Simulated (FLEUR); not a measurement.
# Sn3Se (Pm-3m) in FLEUR: notebook

The runs below take Sn3Se through band structure, equation of state, with PBE.

Everything below comes from runs of FLEUR MaX-R8.1 (later development tree). Logs are shortened: lines on timing, memory, paths and dates and some standing lists are left out, and cuts for length are marked.

**1. The structure**

Symmetry: Pm-3m, No. 221, cubic system. The conventional cell has a = 4.742 Å, b = 4.742 Å, c = 4.742 Å, α = 90.00°, β = 90.00°, γ = 90.00°. Around Sn (site symmetry 4/mmm) lie 8 Sn at 3.35 Å and 4 Se at 3.35 Å. Se (site symmetry m-3m) is surrounded by 12 Sn at 3.35 Å.

The cell comes from a database or a generator and needn't be the stable form of this composition.

**2. Band structure, PBE**

Contents of inp.xml:

```xml
<?xml version="1.0" encoding="UTF-8" standalone="no"?>
<fleurInput fleurInputVersion="0.39">
   <comment>
      Sn3Se                                                                                               
   </comment>
   <calculationSetup>
      <cutoffs Kmax="4.1" Gmax="12.7" GmaxXC="12.7" numbands="0"/>
      <scfLoop itmax="60" minDistance="0.00001" maxIterBroyd="15" imix="Anderson" alpha="0.05" precondParam="0.0" spinf="2.0" sdNocoIR="T"/>
      <coreElectrons ctail="T" frcor="F" kcrel="0" coretail_lmax="0"/>
      <xcFunctional name="pbe" relativisticCorrections="F"/>
      <magnetism jspins="1"/>
      <soc l_soc="F" theta="0.0" phi="0.0" spav="F"/>
      <expertModes spex="0" secvar="F"/>
      <geometryOptimization l_f="F" forcealpha="1.0" forcemix="BFGS" epsdisp="0.00001" epsforce="0.00001"/>
      <ldaU l_linMix="F" mixParam="0.05" spinf="1.0"/>
   </calculationSetup>
   <cell>
      <bzIntegration valenceElectrons="82.0" mode="hist" fermiSmearingEnergy="0.00183747">
         <kPointListSelection listName="default-1"/>
         <!-- k-points included here -->
         <xi:include xmlns:xi="http://www.w3.org/2001/XInclude" href="kpts.xml"> </xi:include>
      </bzIntegration>
      <!-- symmetry operations included here -->
      <xi:include xmlns:xi="http://www.w3.org/2001/XInclude" href="sym.xml"> </xi:include>
      <bulkLattice scale="1.0">
         <bravaisMatrix>
[... 35 lines left out ...]
         <lo type="SCLO" l="1" n="4" eDeriv="2"/>
         <lo type="SCLO" l="3" n="4" eDeriv="2"/>
      </species>
   </atomSpecies>
   <atomGroups>
      <atomGroup species="Tin (Sn)">
         <relPos label="                   1">1.000/2.000 1.000/2.000 .0000000000</relPos>
         <relPos label="                   2">1.000/2.000 .0000000000 1.000/2.000</relPos>
         <relPos label="                   3">.0000000000 1.000/2.000 1.000/2.000</relPos>
         <force calculate="T" relaxXYZ="TTT"/>
      </atomGroup>
      <atomGroup species="Selenium (Se)">
         <relPos label="                   4">.0000000000 .0000000000 .0000000000</relPos>
         <force calculate="T" relaxXYZ="TTT"/>
      </atomGroup>
   </atomGroups>
   <output dos="F" band="F" slice="F">
      <checks vchk="F" cdinf="F"/>
      <bandDOS minEnergy="-.5*Htr" maxEnergy="0.5*Htr" sigma="0.015" storeEVData="T"/>
      <vacuumDOS vacdos="F" integ="F" star="F" nstars="0" locx1="0.0" locy1="0.0" locx2="0.0" locy2="0.0" nstm="0" tworkf="0.0"/>
      <unfoldingBand unfoldBand="F" supercellX="1" supercellY="1" supercellZ="1"/>
      <plotting iplot="0" polar="F">
         <plot TwoD="T" vec1="  1.0  0.0  0.0" vec2="  0.0  1.0  0.0" vec3="  0.0  0.0  1.0" zero="  0.0  0.0  0.0" file="plot"/>
      </plotting>
      <chargeDensitySlicing numkpt="0" minEigenval="0.0" maxEigenval="0.0" nnne="0" pallst="F"/>
      <specialOutput eonly="F"/>
      <moessbauerParams electricFieldGradient="T" isomerShift="T" coreHyperfine="T" valenceHyperfine="T"/>
      <magneticCircularDichroism mcd="F" energyLo="-10.0" energyUp="0.0"/>
   </output>
  <!-- We include the file relax.xml here to enable relaxations (see documentation) -->
  <xi:include xmlns:xi="http://www.w3.org/2001/XInclude" href="relax.xml"> <xi:fallback/> </xi:include>
</fleurInput>
```

Contents of crystal.txt:

```
Sn3Se
&input cartesian=F /
4.7418790000  0.0000000000  0.0000000000
0.0000000000  4.7418790000  0.0000000000
0.0000000000  0.0000000000  4.7418790000
1.8897261246
1.0 1.0 1.0

4
50 0.5000000000  0.5000000000  0.0000000000
50 0.5000000000  0.0000000000  0.5000000000
50 0.0000000000  0.5000000000  0.5000000000
34 0.0000000000  0.0000000000  0.0000000000

&kpt div1=6 div2=6 div3=6 gamma=T /
```

Contents of inp.xml (bands):

```
<?xml version="1.0" encoding="UTF-8" standalone="no"?>
<fleurInput fleurInputVersion="0.39">
   <comment>
      Sn3Se                                                                                               
   </comment>
   <calculationSetup>
      <cutoffs Kmax="4.1" Gmax="12.7" GmaxXC="12.7" numbands="0"/>
      <scfLoop itmax="60" minDistance="0.00001" maxIterBroyd="15" imix="Anderson" alpha="0.05" precondParam="0.0" spinf="2.0" sdNocoIR="T"/>
      <coreElectrons ctail="T" frcor="F" kcrel="0" coretail_lmax="0"/>
      <xcFunctional name="pbe" relativisticCorrections="F"/>
      <magnetism jspins="1"/>
      <soc l_soc="F" theta="0.0" phi="0.0" spav="F"/>
      <expertModes spex="0" secvar="F"/>
      <geometryOptimization l_f="F" forcealpha="1.0" forcemix="BFGS" epsdisp="0.00001" epsforce="0.00001"/>
      <ldaU l_linMix="F" mixParam="0.05" spinf="1.0"/>
   </calculationSetup>
   <cell>
      <bzIntegration valenceElectrons="82.0" mode="hist" fermiSmearingEnergy="0.00183747">
         <kPointListSelection listName="path-1"/>
         <!-- k-points included here -->
         <xi:include xmlns:xi="http://www.w3.org/2001/XInclude" href="kpts.xml"> </xi:include>
      </bzIntegration>
      <!-- symmetry operations included here -->
      <xi:include xmlns:xi="http://www.w3.org/2001/XInclude" href="sym.xml"> </xi:include>
      <bulkLattice scale="1.0">
         <bravaisMatrix>
[... 34 lines left out ...]
         <lo type="SCLO" l="0" n="4" eDeriv="2"/>
         <lo type="SCLO" l="1" n="4" eDeriv="2"/>
         <lo type="SCLO" l="3" n="4" eDeriv="2"/>
      </species>
   </atomSpecies>
   <atomGroups>
      <atomGroup species="Tin (Sn)">
         <relPos label="                   1">1.000/2.000 1.000/2.000 .0000000000</relPos>
         <relPos label="                   2">1.000/2.000 .0000000000 1.000/2.000</relPos>
         <relPos label="                   3">.0000000000 1.000/2.000 1.000/2.000</relPos>
         <force calculate="T" relaxXYZ="TTT"/>
      </atomGroup>
      <atomGroup species="Selenium (Se)">
         <relPos label="                   4">.0000000000 .0000000000 .0000000000</relPos>
         <force calculate="T" relaxXYZ="TTT"/>
      </atomGroup>
   </atomGroups>
   <output dos="F" band="T" slice="F">
      <checks vchk="F" cdinf="F"/>
      <bandDOS minEnergy="-.5*Htr" maxEnergy="0.5*Htr" sigma="0.015" storeEVData="T"/>
      <vacuumDOS vacdos="F" integ="F" star="F" nstars="0" locx1="0.0" locy1="0.0" locx2="0.0" locy2="0.0" nstm="0" tworkf="0.0"/>
      <unfoldingBand unfoldBand="F" supercellX="1" supercellY="1" supercellZ="1"/>
      <plotting iplot="0" polar="F">
         <plot TwoD="T" vec1="  1.0  0.0  0.0" vec2="  0.0  1.0  0.0" vec3="  0.0  0.0  1.0" zero="  0.0  0.0  0.0" file="plot"/>
      </plotting>
      <chargeDensitySlicing numkpt="0" minEigenval="0.0" maxEigenval="0.0" nnne="0" pallst="F"/>
      <specialOutput eonly="F"/>
      <moessbauerParams electricFieldGradient="T" isomerShift="T" coreHyperfine="T" valenceHyperfine="T"/>
      <magneticCircularDichroism mcd="F" energyLo="-10.0" energyUp="0.0"/>
   </output>
  <!-- We include the file relax.xml here to enable relaxations (see documentation) -->
  <xi:include xmlns:xi="http://www.w3.org/2001/XInclude" href="relax.xml"> <xi:fallback/> </xi:include>
</fleurInput>
```

Potentials or basis: all-electron, FLAPW.

Started as:

```console
$ inpgen -f crystal.txt -profile fastHighL
$ # inp.xml edited to the form shown
$ fleur_MPI
$ fleur_MPI   # second run, on inp.xml (bands)
```

Standard output:

```text
Welcome to FLEUR        (www.flapw.de)
      MaX-Release 8.1          (www.max-centre.eu)

 ========== k-point set info ==========
 Selected k-point list: default-1
 k-point list type: mesh
 6 x 6 x 6
 Number of k points: 20

 ------------Calculation Setup---------------------------
 Number of MPI-tasks      :            1
 Number of PE/node        :            1
 Number of OMP-threads    :            1
 Most efficient MPI parallelization for:
           1           2           4           5          10          20
 Additional eigenvalue parallelization possible
 Number of basis functions:          988
 Approximate size of matrices (H+S) per k-point:         0.015 GB
 --------------------------------------------------------
 Iteration:     1   Distance:       4.50922905 me/bohr^3
 Iteration:     2   Distance:       4.06935467 me/bohr^3
 Iteration:     3   Distance:       2.35827731 me/bohr^3
 Iteration:     4   Distance:       1.29670041 me/bohr^3
 Iteration:     5   Distance:       0.57434368 me/bohr^3
 Iteration:     6   Distance:       0.10176656 me/bohr^3
 Iteration:     7   Distance:       0.10109564 me/bohr^3
 Iteration:     8   Distance:       0.04609486 me/bohr^3
 Iteration:     9   Distance:       0.01237894 me/bohr^3
 Iteration:    10   Distance:       0.00318723 me/bohr^3
 Iteration:    11   Distance:       0.00100415 me/bohr^3
 Iteration:    12   Distance:       0.00111050 me/bohr^3
 Iteration:    13   Distance:       0.00015296 me/bohr^3
 Iteration:    14   Distance:       0.00001420 me/bohr^3
 Iteration:    15   Distance:       0.00001168 me/bohr^3
 Iteration:    16   Distance:       0.00001087 me/bohr^3
 Iteration:    17   Distance:       0.00000720 me/bohr^3

 ********************************************************************
 Run finished successfully
 Stop message:
   all done
 ********************************************************************
```

Run time: 2.2 min. Hardware: 1 thread of Intel Xeon 6975P-C (Granite Rapids), shared host; peak memory 0.1 GiB.

Results:

| Property | Result |
| --- | --- |
| Free energy | -570554.5461 eV |
| Band gap along the path | none (metal or under the smearing width) |
| Valence electrons inside the program's atomic spheres | Sn 20.12; Se 14.96 (radii Sn 2.66, Se 2.66 bohr) |

Levels at the corners of the path, in eV from the Fermi level:
| point | band 37 | band 38 | band 39 | band 40 | band 41 | band 42 | band 43 | band 44 | band 45 | band 46 |
| --- | --- | --- | --- | --- | --- | --- | --- | --- | --- | --- |
| Γ | -4.31 | -4.31 | -4.31 | -0.05 | -0.05 | -0.05 | 2.29 | 2.29 | 2.29 | 4.23 |
| X | -3.24 | -3.24 | -1.88 | -1.77 | -1.77 | -0.13 | 1.88 | 2.17 | 2.19 | 2.19 |
| M | -2.57 | -2.35 | -2.03 | -2.03 | -0.63 | 0.09 | 0.09 | 0.10 | 3.16 | 3.16 |
| Γ | -4.31 | -4.31 | -4.31 | -0.05 | -0.05 | -0.05 | 2.29 | 2.29 | 2.29 | 4.23 |
| R | -5.23 | -5.23 | -5.23 | -4.70 | 1.97 | 1.97 | 1.97 | 5.88 | 5.88 | 6.12 |
| X | -3.24 | -3.24 | -1.88 | -1.77 | -1.77 | -0.13 | 1.88 | 2.17 | 2.19 | 2.19 |
| M | -2.57 | -2.35 | -2.03 | -2.03 | -0.63 | 0.09 | 0.09 | 0.10 | 3.16 | 3.16 |
| R | -5.23 | -5.23 | -5.23 | -4.70 | 1.97 | 1.97 | 1.97 | 5.88 | 5.88 | 6.12 |

Core levels (eV from the Fermi level):
```csv
atom,levels
1 Sn,"1s1/2 -28991.6, 2s1/2 -4372.0, 2p1/2 -4083.5, 2p3/2 -3852.8, 3s1/2 -840.4, 3p1/2 -723.3, 3p3/2 -681.1, 3d3/2 -474.1, 3d5/2 -465.4"
2 Sn,"1s1/2 -28991.6, 2s1/2 -4372.0, 2p1/2 -4083.5, 2p3/2 -3852.8, 3s1/2 -840.4, 3p1/2 -723.3, 3p3/2 -681.1, 3d3/2 -474.1, 3d5/2 -465.4"
3 Sn,"1s1/2 -28991.6, 2s1/2 -4372.0, 2p1/2 -4083.5, 2p3/2 -3852.8, 3s1/2 -840.4, 3p1/2 -723.3, 3p3/2 -681.1, 3d3/2 -474.1, 3d5/2 -465.4"
4 Se,"1s1/2 -12495.8, 2s1/2 -1601.2, 2p1/2 -1435.9, 2p3/2 -1394.1, 3s1/2 -208.3, 3p1/2 -151.7, 3p3/2 -145.9"
```

Caveat: spin-orbit coupling is left out, which moves the levels of the heavy elements.

**3. Equation of state, PBE, 25.06 Å³/atom (volume scaled by 0.94)**

Changes to inp.xml since step 2:

```diff
@@ -24,3 +24,3 @@
       <xi:include xmlns:xi="http://www.w3.org/2001/XInclude" href="sym.xml"> </xi:include>
-      <bulkLattice scale="1.0">
+      <bulkLattice scale="0.9795861087">
          <bravaisMatrix>
```

Potentials or basis: all-electron, FLAPW.

Started as:

```console
$ inpgen -f crystal.txt -profile fastHighL
$ # inp.xml edited to the form shown
$ fleur_MPI
```

Standard output:

```text
Welcome to FLEUR        (www.flapw.de)
      MaX-Release 8.1          (www.max-centre.eu)

 ========== k-point set info ==========
 Selected k-point list: default-1
 k-point list type: mesh
 6 x 6 x 6
 Number of k points: 20

 ------------Calculation Setup---------------------------
 Number of MPI-tasks      :            1
 Number of PE/node        :            1
 Number of OMP-threads    :            1
 Most efficient MPI parallelization for:
           1           2           4           5          10          20
 Additional eigenvalue parallelization possible
 Number of basis functions:          980
 Approximate size of matrices (H+S) per k-point:         0.014 GB
 --------------------------------------------------------
 Iteration:     1   Distance:       4.50664831 me/bohr^3
 Iteration:     2   Distance:       4.09664162 me/bohr^3
 Iteration:     3   Distance:       2.30266462 me/bohr^3
 Iteration:     4   Distance:       0.93980734 me/bohr^3
 Iteration:     5   Distance:       0.56969733 me/bohr^3
 Iteration:     6   Distance:       0.09880383 me/bohr^3
 Iteration:     7   Distance:       0.10316136 me/bohr^3
 Iteration:     8   Distance:       0.04295402 me/bohr^3
 Iteration:     9   Distance:       0.01080281 me/bohr^3
 Iteration:    10   Distance:       0.00375553 me/bohr^3
 Iteration:    11   Distance:       0.00205360 me/bohr^3
 Iteration:    12   Distance:       0.00143040 me/bohr^3
 Iteration:    13   Distance:       0.00028621 me/bohr^3
 Iteration:    14   Distance:       0.00001685 me/bohr^3
 Iteration:    15   Distance:       0.00001406 me/bohr^3
 Iteration:    16   Distance:       0.00001302 me/bohr^3
 Iteration:    17   Distance:       0.00000614 me/bohr^3

 ********************************************************************
 Run finished successfully
 Stop message:
   all done
 ********************************************************************
```

Wall time 1.7 min (1 thread of Intel Xeon 6975P-C (Granite Rapids), shared host); peak memory 0.09 GiB.

What came out:

```
Free energy                                           : -570554.4704 eV
Band gap on the k mesh                                : none (metal or under the smearing width)
Valence electrons inside the program's atomic spheres : Sn 20.17; Se 15.01 (radii Sn 2.66, Se 2.66 bohr)
```

**4. Equation of state, PBE, 25.59 Å³/atom (volume scaled by 0.96)**

Changes to inp.xml since step 3:

```diff
@@ -24,3 +24,3 @@
       <xi:include xmlns:xi="http://www.w3.org/2001/XInclude" href="sym.xml"> </xi:include>
-      <bulkLattice scale="0.9795861087">
+      <bulkLattice scale="0.9864848297">
          <bravaisMatrix>
```

Started as:

```console
$ inpgen -f crystal.txt -profile fastHighL
$ # inp.xml edited to the form shown
$ fleur_MPI
```

It took 1.8 min on 1 thread of Intel Xeon 6975P-C (Granite Rapids), shared host; peak memory 0.09 GiB.

The run converged. Its results:

* Free energy: -570554.5110 eV
* Band gap on the k mesh: none (metal or under the smearing width)
* Valence electrons inside the program's atomic spheres: Sn 20.15; Se 14.99 (radii Sn 2.66, Se 2.66 bohr)

**5. Equation of state, PBE, 26.66 Å³/atom**

Changes to inp.xml since step 4:

```diff
@@ -24,3 +24,3 @@
       <xi:include xmlns:xi="http://www.w3.org/2001/XInclude" href="sym.xml"> </xi:include>
-      <bulkLattice scale="0.9864848297">
+      <bulkLattice scale="1.0000000000">
          <bravaisMatrix>
```

Started as:

```console
$ inpgen -f crystal.txt -profile fastHighL
$ # inp.xml edited to the form shown
$ fleur_MPI
```

Wall time 1.9 min (1 thread of Intel Xeon 6975P-C (Granite Rapids), shared host); peak memory 0.09 GiB.

It converged, with:

- Free energy: -570554.5461 eV
- Band gap on the k mesh: none (metal or under the smearing width)
- Valence electrons inside the program's atomic spheres: Sn 20.12; Se 14.96 (radii Sn 2.66, Se 2.66 bohr)

**6. Equation of state, PBE, 27.72 Å³/atom (volume scaled by 1.04)**

Changes to inp.xml since step 5:

```diff
@@ -24,3 +24,3 @@
       <xi:include xmlns:xi="http://www.w3.org/2001/XInclude" href="sym.xml"> </xi:include>
-      <bulkLattice scale="1.0000000000">
+      <bulkLattice scale="1.0131594038">
          <bravaisMatrix>
```

Potentials or basis: all-electron, FLAPW.

Started as:

```console
$ inpgen -f crystal.txt -profile fastHighL
$ # inp.xml edited to the form shown
$ fleur_MPI
```

Wall time 2 min (1 thread of Intel Xeon 6975P-C (Granite Rapids), shared host); peak memory 0.1 GiB.

It converged, with:

| Quantity | Value |
| --- | --- |
| Free energy | -570554.5293 eV |
| Band gap on the k mesh | none (metal or under the smearing width) |
| Valence electrons inside the program's atomic spheres | Sn 20.10; Se 14.94 (radii Sn 2.66, Se 2.66 bohr) |

**7. Equation of state, PBE, 28.26 Å³/atom (volume scaled by 1.06)**

Changes to inp.xml since step 6:

```diff
@@ -24,3 +24,3 @@
       <xi:include xmlns:xi="http://www.w3.org/2001/XInclude" href="sym.xml"> </xi:include>
-      <bulkLattice scale="1.0131594038">
+      <bulkLattice scale="1.0196128224">
          <bravaisMatrix>
```

Started as:

```console
$ inpgen -f crystal.txt -profile fastHighL
$ # inp.xml edited to the form shown
$ fleur_MPI
```

It took 2.1 min on 1 thread of Intel Xeon 6975P-C (Granite Rapids), shared host; peak memory 0.1 GiB.

It converged, with:

* Free energy: -570554.5047 eV
* Band gap on the k mesh: none (metal or under the smearing width)
* Valence electrons inside the program's atomic spheres: Sn 20.08; Se 14.93 (radii Sn 2.66, Se 2.66 bohr)

**8. Equation of state, PBE**

No new run: the results of the series are fitted here.

What came out:

```
Equilibrium volume                      : 26.81 Å³/atom
Bulk modulus                            : 47 GPa
Pressure derivative of the bulk modulus : 4.3 (rough: it moves with the points fitted)
```

Energy against volume, from the lowest point:
| volume (Å³/atom) | energy (meV/atom) |
| --- | --- |
| 25.056 | 18.92 |
| 25.590 | 8.77 |
| 26.656 | 0.00 |
| 27.722 | 4.20 |
| 28.255 | 10.35 |
